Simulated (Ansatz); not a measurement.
**SnSe: the crystal squeezed far**

An exercise on one series of results from a longer session: the logs are not shown, and one member is left open.

Computed with Ansatz 0.2.0 (DFT, r2SCAN, PAW with Ansatz's default frozen-core files, scalar-relativistic, unless a step's input says otherwise).

1 further run of the same task is left out (it didn't finish).

### The system as given

It takes space group Fm-3m (No. 225, cubic). Conventional cell: a = 5.291 Å, b = 5.291 Å, c = 5.291 Å, α = 90.00°, β = 90.00°, γ = 90.00°. Around Sn (site symmetry m-3m) lie 6 Se at 2.65 Å. Se (site symmetry m-3m) has 6 Sn at 2.65 Å as nearest neighbours.

Structure file:

```cif
data_structure
_symmetry_space_group_name_H-M 'P 1'
_symmetry_Int_Tables_number 1
_cell_length_a 3.7412
_cell_length_b 3.7412
_cell_length_c 3.7412
_cell_angle_alpha 60.000
_cell_angle_beta 60.000
_cell_angle_gamma 60.000
_cell_volume 37.03
loop_
_atom_site_label
_atom_site_type_symbol
_atom_site_fract_x
_atom_site_fract_y
_atom_site_fract_z
_atom_site_occupancy
Sn1 Sn 0.00000 0.00000 0.00000 1
Se1 Se 0.50000 0.50000 0.50000 1
```

Whether this phase is the stable one at these pressures isn't tested.

Atoms are numbered in the order of the input: Sn1, Se2.

Set-up of the first run:

File input.yaml:

```yaml
crystal:
  lattice:
    - [0.0, 2.6454205252, 2.6454205252]
    - [2.6454205252, 0.0, 2.6454205252]
    - [2.6454205252, 2.6454205252, 0.0]
  atoms:
    - { symbol: Sn, position: [0.0, 0.0, 0.0] }
    - { symbol: Se, position: [0.5, 0.5, 0.5] }
kpoints:
  mp_grid: { grid: [12, 12, 12] }
scf:
  occupations: { method: fermi_dirac, width: 0.1 }
hamiltonian:
  xc: r2scan
  pseudopotentials: { kind: paw }
output:
  forces: true
  stress: true
relax:
  f_tol: 0.005
  max_steps: 40
  cell: {}
```

Command:

```sh
$ ansatz run input.yaml --threads 1 --pin off --max-ram 2048MiB --backend cpu --events-out ev --progress --plain --runs-dir out
```

Among the steps run: Cell relaxed at zero pressure, PAW; More of the same log: cell relaxed at zero pressure; Volume scaled by 1, PAW; Volume scaled by 0.94, PAW; Volume scaled by 0.88, PAW; Volume scaled by 0.8, PAW; Volume scaled by 0.8, PAW (cutoff 250 eV); Volume scaled by 0.72, PAW; Volume scaled by 0.64, PAW; Volume scaled by 0.55, PAW; Volume scaled by 0.55, PAW (partial_waves polarizable).

One table of the session follows, with a row left open; its other results are not shown here.

| method | volume over the first | volume (Å³/atom) | pressure (GPa) |
| --- | --- | --- | --- |
| PAW | 1 | ? | ? |
| PAW | 0.94 | 25.621 | 3.76 |
| PAW | 0.88 | 23.985 | 8.87 |
| PAW | 0.8 | 21.805 | 18.87 |
| PAW | 0.72 | 19.624 | 34.69 |
| PAW | 0.64 | 17.444 | 60.93 |
| PAW | 0.55 | 14.991 | 111.92 |
| PAW (cutoff 250 eV) | 0.8 | 21.805 | 19.81 |
| PAW (partial_waves polarizable) | 0.55 | 14.991 | 111.92 |

**Question.** Estimate the row for PAW, 1.

The run gave: volume (Å³/atom): 27.256; pressure (GPa): 0.03. In the column «volume (Å³/atom)» it is the highest.

Caveats from the session: Warnings in the runs' records: cutoff below recommended.
